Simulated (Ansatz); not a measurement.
**CH4FNO2W: basis-set convergence**

Aim: see how fast density functionals converge with the basis set for CH4FNO2W.

Program: Ansatz 0.2.0, Gaussian basis. Level of theory: one geometry, several basis sets. These are calculated values, not measurements.

Plan: PBE0-D4/def2-SVP; ωB97M-V/def2-SVP; PBE0-D4/def2-QZVPP; ωB97M-V/def2-QZVPP; the functionals' def2-TZVPP values are taken from earlier runs.

## 1. The relaxed structure

An earlier PBE0-D4 in a triple-zeta def2 set relaxation fixed the geometry. W takes the def2 core potential; no spin-orbit term is included.

SMILES `C[N]=[W](=[O])([OH])[F]`, 10 atoms, charge 0, spin multiplicity 1.

Atoms are counted from 1 here; the program's logs count them from 0.

Bond lengths: C1–N2 1.420 Å, C1–H7 1.095 Å, C1–H8 1.095 Å, C1–H9 1.094 Å, N2–W3 1.741 Å, W3–O4 1.705 Å, W3–O5 1.887 Å, W3–F6 1.873 Å, O5–H10 0.959 Å. Angles: N2–C1–H7 110.1°, N2–C1–H8 111.5°, N2–C1–H9 110.1°, H7–C1–H8 108.6°, H7–C1–H9 107.7°, H8–C1–H9 108.7°, C1–N2–W3 155.0°, N2–W3–O4 108.0°, N2–W3–O5 108.3°, N2–W3–F6 108.2°, O4–W3–O5 109.1°, O4–W3–F6 110.4°, O5–W3–F6 112.8°, W3–O5–H10 124.6°.

## 2. PBE0-D4 in def2-SVP

Contents of in.yaml:

```yaml
crystal:
  periodic: [false, false, false]
  atoms:
    - {symbol: C, position_ang: [-0.112528, -1.450823, 1.031380]}
    - {symbol: N, position_ang: [0.016695, -0.153256, 0.470224]}
    - {symbol: W, position_ang: [-0.337515, 1.117076, -0.666467]}
    - {symbol: O, position_ang: [-1.450232, 0.509748, -1.807241]}
    - {symbol: O, position_ang: [1.262624, 1.581674, -1.552840]}
    - {symbol: F, position_ang: [-1.087050, 2.552231, 0.276085]}
    - {symbol: H, position_ang: [0.865618, -1.939761, 1.079334]}
    - {symbol: H, position_ang: [-0.787718, -2.079002, 0.440332]}
    - {symbol: H, position_ang: [-0.500412, -1.382775, 2.052375]}
    - {symbol: H, position_ang: [2.130518, 1.244888, -1.323182]}
basis:
  gaussian: {orbitals: def2-SVP}
hamiltonian: {xc: pbe0, dispersion: d4}
output: {orbitals: {seedname: orbitals}}
```

Launch:

```
$ ansatz run in.yaml --threads 4 --pin off --events-out ev --progress --plain --max-ram 11315MiB
```

The runs that follow: ωB97M-V in def2-SVP; PBE0-D4 in def2-QZVPP; ωB97M-V in def2-QZVPP.

**Question.** What will the summary of the whole plan be? Wanted: PBE0-D4: double and triple zeta above quadruple; ωB97M-V: double and triple zeta above quadruple.

**Answer**, as computed:

| quantity | value |
| --- | --- |
| PBE0-D4: double and triple zeta above quadruple | 12.60, 0.54 eV |
| ωB97M-V: double and triple zeta above quadruple | 12.92, 0.51 eV |

For PBE0-D4 the step from double to triple zeta gains 12.06 eV and the next only 0.54 eV. These are total energies; as a rule much of such shifts cancels in differences, which this series doesn't test.
